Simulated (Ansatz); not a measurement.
# NaYC3N3: the cost of one run

Program: Ansatz 0.2.0. Level of theory: DFT PBE, scalar-relativistic, plane waves, PAW. These are calculated values, not measurements.

2 further runs of the same task are left out: 1 that didn't finish, 1 set aside as unsound or not needed.

### Step 1. The structure to begin with

Symmetry: Fm-3m, No. 225, cubic system. Conventional cell: a = 10.972 Å, b = 10.972 Å, c = 10.972 Å, α = 90.00°, β = 90.00°, γ = 90.00°. Na (site symmetry -43m) is surrounded by 12 N at 3.92 Å and 12 C at 3.93 Å. Y (site symmetry m-3m) has 6 C at 2.11 Å in its first shell of neighbours. Y (site symmetry m-3m) is surrounded by 6 N at 2.21 Å. C (site symmetry 4mm) has 1 N at 1.17 Å in its first shell of neighbours. N (site symmetry 4mm) has 1 C at 1.17 Å in its first shell of neighbours.

Structure file:

```
Na Y C N
1.0
     0.00000    5.48600    5.48600
     5.48600    0.00000    5.48600
     5.48600    5.48600    0.00000
Na Y C N
2 2 6 6
Direct
  0.25000 0.25000 0.25000
  0.75000 0.75000 0.75000
  0.00000 0.00000 0.00000
  0.50000 0.50000 0.50000
  0.80806 0.19194 0.19194
  0.19194 0.80806 0.19194
  0.19194 0.19194 0.80806
  0.19194 0.80806 0.80806
  0.80806 0.19194 0.80806
  0.80806 0.80806 0.19194
  0.70142 0.29858 0.29858
  0.29858 0.70142 0.29858
  0.29858 0.29858 0.70142
  0.29858 0.70142 0.70142
  0.70142 0.29858 0.70142
  0.70142 0.70142 0.29858
```

The cell is invented: cyanide-bridged rock-salt net of two metals, 2 guest cations a cell (Fm-3m, No. 225). Lengths come from tabulated atomic sizes and are only a guess.

### Step 2. The guess as it stands, on a coarse mesh

input.yaml

```yaml
crystal:
  lattice:
    - [0.0, 5.486, 5.486]
    - [5.486, 0.0, 5.486]
    - [5.486, 5.486, 0.0]
  atoms:
    - { symbol: Na, position: [0.25, 0.25, 0.25] }
    - { symbol: Na, position: [0.75, 0.75, 0.75] }
    - { symbol: "Y", position: [0.0, 0.0, 0.0] }
    - { symbol: "Y", position: [0.5, 0.5, 0.5] }
    - { symbol: C, position: [0.80805687, 0.19194313, 0.19194313] }
    - { symbol: C, position: [0.19194313, 0.80805687, 0.19194313] }
    - { symbol: C, position: [0.19194313, 0.19194313, 0.80805687] }
    - { symbol: C, position: [0.19194313, 0.80805687, 0.80805687] }
    - { symbol: C, position: [0.80805687, 0.19194313, 0.80805687] }
    - { symbol: C, position: [0.80805687, 0.80805687, 0.19194313] }
    - { symbol: "N", position: [0.7014218, 0.2985782, 0.2985782] }
    - { symbol: "N", position: [0.2985782, 0.7014218, 0.2985782] }
    - { symbol: "N", position: [0.2985782, 0.2985782, 0.7014218] }
    - { symbol: "N", position: [0.2985782, 0.7014218, 0.7014218] }
    - { symbol: "N", position: [0.7014218, 0.2985782, 0.7014218] }
    - { symbol: "N", position: [0.7014218, 0.7014218, 0.2985782] }
basis:
  ecutwfc: 420
kpoints:
  mp_grid: { grid: [4, 4, 4] }
hamiltonian:
  xc: pbe
scf:
  occupations: { method: gaussian, width: 0.1 }
  lower_state_search: "off"
output:
  forces: true
  stress: true
  eigenvalues: true
```

Started as:

```bash
$ ansatz run input.yaml --threads 1 --pin off --max-ram 2560MiB --backend cpu --events-out ev --progress --plain --runs-dir out
```

Q: Estimate wall time and peak memory on 1 thread of Intel Xeon 6975P-C (Granite Rapids), shared host.

About 7 s, with a peak of 0.65 GiB.
